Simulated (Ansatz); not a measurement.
## NaLaMnMoO6: projected density of states with PBE+U

The system is NaLaMnMoO6.

```xyz
10
Lattice="5.1093 -0.0067 0.0106 -0.2394 5.6893 0.0070 -0.9290 -2.8254 5.1188" Properties=species:S:1:pos:R:3 pbc="T T T"
Na    1.9223    1.9516    0.3919
La   -0.6075    1.8350    3.5165
Mn    1.8742   -0.9083    2.0852
Mo    4.0976    4.6175    1.5746
O     2.6717    1.1441    5.1017
O     2.9598    3.6581    2.8448
O     3.1703    0.4987    1.9182
O     0.4613    3.2483    1.8839
O     0.7994   -0.1395    0.5996
O     0.3708   -0.2245    3.2390
```

The cell was built by a generator and needn't be a form met in nature.

- Program: Ansatz 0.2.0
- Task: projected density of states
- Functional: PBE
- Potentials or basis: Ansatz PAW
- Cutoff: 420 eV (not typed: the program's choice for these potentials)
- k mesh: 6 × 6 × 5
- Occupations: fermi-dirac, width 0.05 eV
- Spin: collinear spin, ferromagnetic start
- Starting moments: [0.0, 0.0, 4.0, 1.0, 0.0, 0.0, 0.0, 0.0, 0.0, 0.0] μB
- Hubbard terms: La f U = 2 eV, Mn d U = 2 eV, Mo d U = 2 eV
- Hubbard projectors: ortho-atomic (the default)
- Double counting: fll (the default)

* Pressure: 1.8 GPa
* Largest force: 0.678 eV/Å
* Band gap on the k mesh: 1.29 eV, indirect (least direct gap 1.46 eV)
* Net moment: 3.00 μB per cell
* Absolute moment: 4.53 μB per cell
* Site moments: Na +0.00; La +0.01; Mn +2.94; Mo -0.29; O +0.03, -0.02, -0.01, +0.08 μB

Forces in eV/Å, atoms in the order of the input:
```
Na  -0.010 -0.009 -0.008
La   0.028 -0.001  0.042
Mn  -0.465  0.092  0.047
Mo   0.654 -0.019 -0.176
O   -0.123  0.013  0.038
O    0.107 -0.041  0.067
O   -0.010 -0.048 -0.022
O    0.008 -0.070 -0.018
O   -0.004  0.078 -0.040
O   -0.186  0.006  0.070
```

Stress tensor (GPa, compression positive):
```
 3.80 -0.34 -0.28
-0.34  0.68 -0.12
-0.28 -0.12  0.79
```

Levels at points of the mesh, in eV from the valence-band top:
Spin up:
```
             k point  band 42  band 43  band 44  band 45  band 46  band 47
  (0.00, 0.00, 0.00)    -1.56    -1.33    -0.55     1.39     2.14     2.45
 (0.00, -0.50, 0.00)    -1.45    -1.31    -0.57     1.44     2.04     2.21
 (-0.50, 0.00, 0.00)    -1.55    -1.45    -0.40     1.56     1.96     2.08
(-0.50, -0.50, 0.00)    -1.52    -1.20    -0.40     1.52     1.97     2.08
```
Spin down:
| k point | band 38 | band 39 | band 40 | band 41 | band 42 | band 43 | band 44 | band 45 |
| --- | --- | --- | --- | --- | --- | --- | --- | --- |
| (0.00, 0.00, 0.00) | -2.32 | -1.94 | -1.52 | -0.30 | 1.67 | 1.84 | 2.44 | 2.67 |
| (0.00, -0.50, 0.00) | -2.26 | -2.14 | -1.54 | -0.34 | 1.54 | 1.72 | 2.46 | 2.69 |
| (-0.50, 0.00, 0.00) | -2.08 | -1.99 | -1.62 | -0.01 | 1.69 | 1.87 | 2.32 | 2.56 |
| (-0.50, -0.50, 0.00) | -2.03 | -1.93 | -1.53 | -0.03 | 1.74 | 1.83 | 2.29 | 2.52 |

States per cell in windows of 1 eV (zero at the valence-band top; states under -8 eV left out):
```csv
from (eV),up,down,O 2p down,O 2p up,La 4f up,La 4f down,Mn 3d up,Mn 3d down
-8.0,0.00,0.00,0.00,0.00,0.00,0.00,0.00,0.00
-7.0,0.98,0.54,0.29,0.45,0.00,0.00,0.30,0.02
-6.0,4.80,3.91,2.39,2.72,0.01,0.01,0.88,0.12
-5.0,3.97,3.55,2.65,2.44,0.02,0.02,0.90,0.24
-4.0,3.37,3.95,3.33,2.49,0.02,0.03,0.47,0.22
-3.0,3.92,4.52,4.01,3.22,0.03,0.04,0.38,0.15
-2.0,3.95,1.52,1.38,2.64,0.03,0.02,1.01,0.02
-1.0,1.00,1.00,0.37,0.54,0.01,0.01,0.31,0.11
0.0,0.00,0.00,0.00,0.00,0.00,0.00,0.00,0.00
1.0,1.72,2.00,0.57,0.54,0.02,0.02,0.44,0.15
2.0,2.28,3.00,0.31,0.66,0.04,0.04,0.15,2.36
3.0,0.12,2.05,0.33,0.01,0.01,0.10,0.00,1.19
4.0,9.01,8.91,0.47,0.42,6.46,6.38,0.01,0.15
5.0,3.37,3.46,0.66,0.62,0.24,0.25,0.01,0.10
6.0,1.31,1.17,0.15,0.17,0.03,0.02,0.00,0.02
7.0,1.83,1.87,0.22,0.21,0.03,0.03,0.00,0.02
```

Eigenvalues of the final occupation matrices:
```
  site  spin  trace                         eigenvalues
site 1     1   0.11  0.00 0.01 0.01 0.02 0.02 0.02 0.03
site 1     2   0.11  0.00 0.01 0.01 0.01 0.02 0.02 0.03
site 2     1   4.32            0.45 0.90 0.98 0.99 1.00
site 2     2   0.89            0.09 0.11 0.13 0.28 0.29
site 3     1   1.82            0.33 0.33 0.37 0.38 0.40
site 3     2   2.38            0.35 0.37 0.39 0.41 0.87
```

Run time: 2.2 min on 8 threads of AMD EPYC 7R43 64-Core Processor (Zen 3), with other jobs on the host, peak memory 4.3 GiB.

Caveat: the magnetic or orbital state may not be the lowest; odd divisions of the mesh miss points on the zone boundary, where band edges often lie, so the gap on the mesh can be too wide; the pressure holds a Pulay correction of +0.5 GPa for the finite cutoff; spin-orbit coupling is left out, which moves the levels of the heavy elements; a cell with one magnetic atom can't hold antiferromagnetic order, which such compounds often take; the starting moments weren't kept. The state reached can hang on the start; a lower one may exist.
